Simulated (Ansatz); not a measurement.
Crystal: RuRh.

```xyz
2
Lattice="2.7094 0.0000 0.0000 -1.3547 2.3464 0.0000 0.0000 0.0000 4.2984" Properties=species:S:1:pos:R:3 pbc="T T T"
Rh    1.3547    0.7821    0.0000
Ru    0.0000    0.0000    2.1492
```

The cell comes from a database or a generator and needn't be the stable form of this composition.

- Program: Ansatz 0.2.0
- Task: relaxation of cell and atoms
- Functional: RPBE
- Potentials or basis: Ansatz PAW
- Cutoff: 420 eV (not typed: the program's choice for these potentials)
- k mesh: 11 × 11 × 6
- Occupations: fermi-dirac, width 0.05 eV
- Spin: no spin polarisation

At the start: volume 13.66 Å³/atom.

Task: How do energy, volume and symmetry change on relaxing?

Result: It ends after 5 steps and the volume is 14.12 Å³/atom (+3.4 %); space group P-6m2 (No. 187, to 0.05 Å).

Step by step:
```tsv
step	energy change (eV)	largest force (eV/Å)	volume (Å³)
1	0.0000	0.0000	27.33
2	-0.0055	0.0000	29.08
3	-0.0256	0.0000	28.30
4	-0.0258	0.0000	28.24
5	-0.0264	0.0000	28.24
```

Final structure:
```xyz
2
Lattice="2.7402 0.0000 0.0000 -1.3701 2.3731 0.0000 0.0000 0.0000 4.3432" Properties=species:S:1:pos:R:3 pbc="T T T"
Rh    1.3701    0.7910    0.0000
Ru    0.0000    0.0000    2.1716
```

Caveat: the plane-wave basis is chosen anew once the cell has moved, so the energies of steps on either side of that aren't comparable; the PAW data sets come from PBE, with cores solved anew for the run's functional, which leaves a small shift of forces and pressure.
